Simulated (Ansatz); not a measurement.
# H4OSn: the cost of one run

All numbers below are computed with Ansatz 0.2.0 (RKS BHLYP/def2-SVP).

## (1) The structure to begin with

Bond lengths: Sn1–H2 1.740 Å, Sn1–O3 1.960 Å, O3–H4 1.010 Å, Sn1–H5 1.739 Å, Sn1–H6 1.739 Å. Angles: H2–Sn1–O3 109.4°, H2–Sn1–H5 109.5°, H2–Sn1–H6 109.5°, O3–Sn1–H5 109.5°, O3–Sn1–H6 109.5°, H5–Sn1–H6 109.5°, Sn1–O3–H4 109.5°.

Structure file:

```xyz
6

Sn    0.0000    0.0000    0.0000
H     0.0000    0.0000    1.7400
O     1.8483    0.0000   -0.6527
H     2.1646   -0.9521   -0.7693
H    -0.8195    1.4198   -0.5794
H    -0.8195   -1.4198   -0.5794
```

## (2) Relaxing the start

File input.yaml:

```yaml
crystal:
  periodic: [false, false, false]
  atoms:
    - { symbol: Sn, position_ang: [0.0, 0.0, 0.0] }
    - { symbol: H, position_ang: [0.0, 0.0, 1.74] }
    - { symbol: O, position_ang: [1.8483, 0.0, -0.6527] }
    - { symbol: H, position_ang: [2.1646, -0.9521, -0.7693] }
    - { symbol: H, position_ang: [-0.8195, 1.4198, -0.5794] }
    - { symbol: H, position_ang: [-0.8195, -1.4198, -0.5794] }
basis:
  gaussian: { orbitals: def2-SVP }
hamiltonian:
  xc: { name: BHLYP }
relax:
  f_tol: 0.02
  max_steps: 40
```

Started as:

```console
> ansatz run input.yaml --threads 1 --pin off --max-ram 2048MiB --backend cpu --events-out ev --progress --plain --runs-dir out
```

**Question.** How long does this run take on 1 thread of Intel Xeon Platinum 8259CL at 2.50GHz (Skylake/Cascade Lake), shared host, and how much memory does it need?

About 27 s, with a peak of 0.13 GiB.
